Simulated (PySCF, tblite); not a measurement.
# C4H6F4O3: geometry, infrared bands, NMR shifts, spin-spin couplings and electronic excitations

Aim: predict the infrared bands, NMR shifts, spin-spin couplings and electronic excitations of C4H6F4O3 (`CO[C@@H](OCF)OC(F)(F)F`).

Programs: tblite 0.8.0 and PySCF 2.14.0, with density-fitted response routines of our own. Each step states its level of theory. These are calculated values for one molecule in the gas phase, unless marked as measured. Atoms are numbered from 0 throughout.

**1. The molecule as given**

17 atoms, charge 0, multiplicity 1; geometry from: force field or distance geometry start.

Bonds of the start (Å): C0–O1 1.44, O1–C2 1.42, C2–O3 1.44, O3–C4 1.41, C4–F5 1.35, C2–O6 1.41, O6–C7 1.40, C7–F8 1.36, C7–F9 1.34, C7–F10 1.34, C0–H11 1.08, C0–H12 1.11, C0–H13 1.09, C2–H14 1.10, C4–H15 1.09, C4–H16 1.10.

**2. Optimising the geometry with GFN2-xTB**

The job: settings as JSON, then the geometry in Å.

```
{"job": {"kind": "relax", "xc": "GFN2-xTB", "basis": "xTB"}, "charge": 0, "multiplicity": 1}
C      1.720100    -1.444800     0.435500
O      1.285800    -0.465700    -0.520100
C     -0.024400    -0.003800    -0.241600
O     -0.303400     1.111700    -1.103200
C      0.497300     2.215500    -0.746500
F      0.200700     2.563300     0.522700
O     -0.948800    -1.028800    -0.544000
C     -2.115400    -0.833400     0.206700
F     -3.018100    -1.781100    -0.147800
F     -2.663000     0.375300    -0.007900
F     -1.858900    -0.983400     1.516500
H      2.729800    -1.744200     0.190100
H      1.704400    -1.020100     1.456700
H      1.077300    -2.330200     0.393300
H     -0.097800     0.316000     0.810400
H      1.565500     2.006200    -0.829100
H      0.242100     3.059600    -1.401700
```

The run is started by

```console
> OMP_NUM_THREADS=2 python probes_run.py task.json out
```

One launch serves the whole session: the jobs run in the order shown.

**Question.** This job is followed by: GFN2-xTB harmonic vibrations, gas phase; PBE0-D3(BJ)/def2-SVP geometry optimisation, gas phase; GIAO PBE0/pcSseg-1 NMR shielding, non-relativistic, gas phase; B3LYP/pcJ-1 indirect spin-spin coupling, non-relativistic, gas phase; TDDFT wB97X-D/def2-SVPD, vertical, gas phase, core orbitals frozen in the response; GIAO PBE/pcSseg-2 NMR shielding, non-relativistic, gas phase. What will the session give for the following? strongest single infrared mode (GFN2-xTB); zero-point energy (GFN2-xTB); point group; rotational constants (main isotopes); ¹³C shifts against TMS (PBE0/pcSseg-1); ¹H shifts against TMS (PBE0/pcSseg-1, means over atoms taken as alike); ¹⁷O shifts against H2O (PBE0/pcSseg-1); ¹⁹F shifts against CFCl3 (PBE0/pcSseg-1, means over atoms taken as alike); largest coupling of the table (B3LYP/pcJ-1); lowest singlet (wB97X-D/def2-SVPD); brightest single state of those computed; lowest triplet; range of the shift of O3.

As calculated:

| quantity | value |
| --- | --- |
| strongest single infrared mode (GFN2-xTB) | 1173 cm⁻¹, 500 km/mol |
| zero-point energy (GFN2-xTB) | 68.7 kcal/mol |
| point group | C1 |
| rotational constants (main isotopes) | 1.46, 0.79, 0.61 GHz |
| ¹³C shifts against TMS (PBE0/pcSseg-1) | 126.8, 109.6, 99.8, 53.9 ppm |
| ¹H shifts against TMS (PBE0/pcSseg-1, means over atoms taken as alike) | 5.57, 5.47, 5.33, 3.47 ppm |
| ¹⁷O shifts against H2O (PBE0/pcSseg-1) | 166.0, 145.2, 65.1 ppm |
| ¹⁹F shifts against CFCl3 (PBE0/pcSseg-1, means over atoms taken as alike) | -71.1, -183.0 ppm |
| largest coupling of the table (B3LYP/pcJ-1) | ¹J(C,F) C7–F8, -334.6 Hz (mean over like pairs) |
| lowest singlet (wB97X-D/def2-SVPD) | 8.63 eV (144 nm), f = 0.016 |
| brightest single state of those computed | state 8, 10.12 eV, f = 0.057 |
| lowest triplet | 8.51 eV |
| range of the shift of O3 | 145.2 to 162.0 ppm |

**Reading.** Over 147 steps the energy fell by 0.355 eV; of the close pairs, O6–C7 changed most, 1.401 to 1.327 Å (GFN2-xTB). No mode is imaginary among the 45: a minimum at this level. The strongest single mode, at 1173 cm⁻¹, has its largest shares on C2, O1 and C7 (the list is cut at 3 atoms). Unscaled tight-binding wavenumbers are off by several per cent, some by more. Its intensities can rank the bands wrongly. The start of the PBE0/def2-SVP relaxation was shaken at random by about 0.01 Å, so part of the energy gained, and of the first lengths quoted, undoes that. Over 30 steps the energy fell by 0.279 eV; of the close pairs, C0–O1 changed most, 1.452 to 1.407 Å (PBE0/def2-SVP). No frequency check was run at this level, so the end point may be a saddle. H14 (hydrogen on an sp3 carbon bearing three oxygens) lies farthest downfield among hydrogen, at 5.57 ppm; its carbon carries O, which withdraws density. At PBE0/pcSseg-1: Shielding is most anisotropic at F5 (span 198 ppm, paramagnetic term -114 ppm). Of the pairs tabulated at B3LYP/pcJ-1, C7–F8 (mean over like pairs) couples most strongly (-334.6 Hz; Fermi contact -303.5 Hz). Couplings across rotatable bonds belong to this one conformer; where others are populated, the observed values are averages. Density functionals describe couplings to fluorine poorly, F–F couplings above all, so those rows are rough. The lowest singlet, at 8.63 eV, is HOMO→LUMO 0.83 and is weak; of the 10 states computed, the strongest absorption comes from state 8 at 10.12 eV. The lowest triplet lies 0.12 eV below the lowest singlet (triplets in Tamm-Dancoff, singlets in full TDDFT). In ppm, O3 moves most: its shift spreads over 16.8 ppm, from 145.2 (PBE0/pcSseg-1) to 162.0 (PBE/pcSseg-2). These values are for one conformer; the search (at its own cheap level) found 1 more, at 0.13 kcal/mol, and measured spectra average over such forms.
